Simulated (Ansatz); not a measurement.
**HSe+ (singlet): from Hartree-Fock to the top rungs at distance Se1–H2 = 1.490 Å, aug-cc-pVDZ**

An exercise on one series of results from a longer session: the logs are not shown, and one member is left open.

Method: aug-cc-pVDZ, core rule «outside noble gas», up to 14 orbitals frozen; program: Ansatz 0.2.0, Gaussian basis.

Plan: UHF; CCSD(T) on RHF; CCSD(T) on UHF; BCCD(T) on RHF; CISD; CCSDT(Q) on RHF; CCSDT(Q) on UHF; CASSCF and MRCISD+Q, 2 electrons in 2 orbitals; CASSCF and NEVPT2, 2 electrons in 2 orbitals; CASSCF and MRCISD+Q, 6 electrons in 5 orbitals; CASSCF and NEVPT2, 6 electrons in 5 orbitals; Full CI.

19 further runs of the same task are left out: 1 for a mislabelled method, 14 that didn't finish, 4 set aside as unsound or not needed.

### The system

The geometry derives from a PBE0/def2-TZVP stationary point (not a proven minimum). One bond is set to the value named and the two fragments are kept rigid. No spin-orbit coupling is included. The filled d shell of Se may be among the frozen orbitals whatever the setting's name suggests; the logs give the count.

2 atoms, charge 1, spin multiplicity 1.

Atoms are counted from 1 here; the program's logs count them from 0.

Bond lengths: Se1–H2 1.490 Å.

The first run:

Contents of in.yaml:

```yaml
crystal:
  periodic: [false, false, false]
  atoms:
    - {symbol: Se, position_ang: [0.000000, 0.000000, 0.000000]}
    - {symbol: H, position_ang: [0.000000, 0.000000, 1.490000]}
basis:
  gaussian: {orbitals: aug-cc-pVDZ}
total_charge: 1
magnetization: {spin_polarized: true, initial_magnetization: 0}
hamiltonian: {xc: hf}
output: {orbitals: {seedname: orbitals}}
```

On the command line:

```
$ ansatz run in.yaml --threads 1 --pin off --events-out ev --progress --plain --max-ram 2393MiB
```

Steps of the session up to this table: UHF; CCSD(T) on RHF; CCSD(T) on UHF; BCCD(T) on RHF; CISD; CCSDT(Q) on RHF; CCSDT(Q) on UHF; CASSCF and MRCISD+Q, 2 electrons in 2 orbitals; CASSCF and NEVPT2, 2 electrons in 2 orbitals; CASSCF and MRCISD+Q, 6 electrons in 5 orbitals; CASSCF and NEVPT2, 6 electrons in 5 orbitals; Full CI.

One of the session's tables, all rows but one given; the rest of the session is left out.

| method | from FCI (meV) |
| --- | --- |
| RHF | +3702.9 |
| RMP2 | +1194.2 |
| CISD | +560.1 |
| RCCSD | +343.8 |
| RCCSD(T) | +164.0 |
| BCCD(T) | +167.4 |
| RCCSDT | +7.8 |
| RCCSDT(Q) | -3.2 |
| CASSCF pair | +3009.6 |
| NEVPT2 pair | ? |
| MRCISD pair | +148.1 |
| MRCISD+Q pair | -29.4 |
| CASSCF valence | +2520.3 |
| NEVPT2 valence | +570.5 |
| MRCISD valence | +98.1 |
| MRCISD+Q valence | -24.3 |
| FCI | 0 |

Estimate the missing values for NEVPT2 pair.

As computed: from FCI (meV): +535.1. In the column «from FCI (meV)» it lies between RCCSD (+343.8) and CISD (+560.1).

Left out of the table: UHF, UMP2, UCCSD, UCCSD(T), UCCSDT, UCCSDT(Q) (another determinant or state than the rows shown).

Limits of these values: The report flags that the cluster equations may have other roots. The program flags RCCSDT(Q) as in doubt, so those rows may rest on another solution; read them beside their warnings. RCCSDT(Q), MRCISD+Q pair, MRCISD+Q valence fall below full CI, which methods that aren't variational can do.
